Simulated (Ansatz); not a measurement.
# Li3Be4B4O12: the cost of one run

Program: Ansatz 0.2.0. Level of theory: DFT PBEsol, plane waves, PAW, scalar-relativistic, no spin polarisation. These are calculated values, not measurements.

### Step 1. The system as given

The cell holds 23 atoms (B4Be4Li3O12): a = 8.023 Å, b = 4.728 Å, c = 5.894 Å, α = 93.76°, β = 113.25°, γ = 89.16°.

Coordinates:

```xyz
23
Lattice="-6.8964 -4.0993 0.0000 2.3556 -4.0993 0.0000 1.8204 1.4917 5.4037" Properties=species:S:1:pos:R:3 pbc="T T T"
Li    1.7512   -3.3278    0.8819
Be   -5.2394   -4.7055    1.8502
Be    2.5190   -2.0012    3.5535
B    -0.5392   -2.0457    1.4547
B    -2.1812   -4.6611    3.9490
O     0.2471   -0.9683    1.1254
O    -2.9676   -5.7385    4.2783
O    -0.0505   -3.3088    1.4039
O    -2.6699   -3.3980    3.9998
O     1.4277   -0.7498    3.5680
O    -4.1481   -5.9570    1.8357
Li   -2.8748   -3.3278    0.8819
Li    0.1544   -3.3790    4.5218
Be   -0.6134   -4.7055    1.8502
Be   -2.1070   -2.0012    3.5535
B    -2.8096   -6.1449    1.4547
B     0.0892   -0.5618    3.9490
O    -2.0232   -5.0676    1.1254
O    -0.6972   -1.6392    4.2783
O    -4.6765   -3.3088    1.4039
O     1.9561   -3.3980    3.9998
O    -0.8427   -4.8491    3.5680
O    -1.8777   -1.8577    1.8357
```

### Step 2. Run 1

110 steps of 1 fs under a Nosé-Hoover thermostat at 1200 K.

The input, input.yaml:

```yaml
accuracy: low
crystal:
  lattice:
    - [-6.896387, -4.099261, 0.0]
    - [2.355613, -4.099261, 0.0]
    - [1.820368, 1.491738, 5.403722]
  atoms:
    - { symbol: Li, position: [0.06465, 0.80655, 0.1632] }
    - { symbol: Be, position: [0.95765, 0.31485, 0.3424] }
    - { symbol: Be, position: [0.04235, 0.68515, 0.6576] }
    - { symbol: B, position: [0.26325, 0.33375, 0.2692] }
    - { symbol: B, position: [0.73675, 0.66625, 0.7308] }
    - { symbol: O, position: [0.0937, 0.2183, 0.20826] }
    - { symbol: O, position: [0.9063, 0.7817, 0.79174] }
    - { symbol: O, position: [0.28615, 0.61555, 0.2598] }
    - { symbol: O, position: [0.71385, 0.38445, 0.7402] }
    - { symbol: O, position: [0.08335, 0.33985, 0.66029] }
    - { symbol: O, position: [0.91665, 0.66015, 0.33971] }
    - { symbol: Li, position: [0.56465, 0.30655, 0.1632] }
    - { symbol: Li, position: [0.43535, 0.69345, 0.8368] }
    - { symbol: Be, position: [0.45765, 0.81485, 0.3424] }
    - { symbol: Be, position: [0.54235, 0.18515, 0.6576] }
    - { symbol: B, position: [0.76325, 0.83375, 0.2692] }
    - { symbol: B, position: [0.23675, 0.16625, 0.7308] }
    - { symbol: O, position: [0.5937, 0.7183, 0.20826] }
    - { symbol: O, position: [0.4063, 0.2817, 0.79174] }
    - { symbol: O, position: [0.78615, 0.11555, 0.2598] }
    - { symbol: O, position: [0.21385, 0.88445, 0.7402] }
    - { symbol: O, position: [0.58335, 0.83985, 0.66029] }
    - { symbol: O, position: [0.41665, 0.16015, 0.33971] }
total_charge: -1
basis:
  ecutwfc: 420.0
kpoints:
  mp_grid: { grid: [2, 2, 2] }
hamiltonian:
  xc: pbesol
scf:
  occupations: { method: fermi_dirac, width: 0.05 }
  lower_state_search: "off"
md:
  timestep: 1
  n_steps: 110
  ensemble: nvt_nose_hoover
  temperature: 1200.0
  initial_velocities: maxwell_boltzmann
  seed: 331509
  nose_hoover: { tau: 50.0, chain_length: 3 }
```

Command:

```sh
$ ansatz run input.yaml --threads 1 --pin off --max-ram 3072MiB --backend cpu --events-out ev --progress --plain --runs-dir out
```

What time and memory should one allow on 1 thread of Arm Neoverse V2, shared host?

About 6.3 min, with a peak of 0.53 GiB.
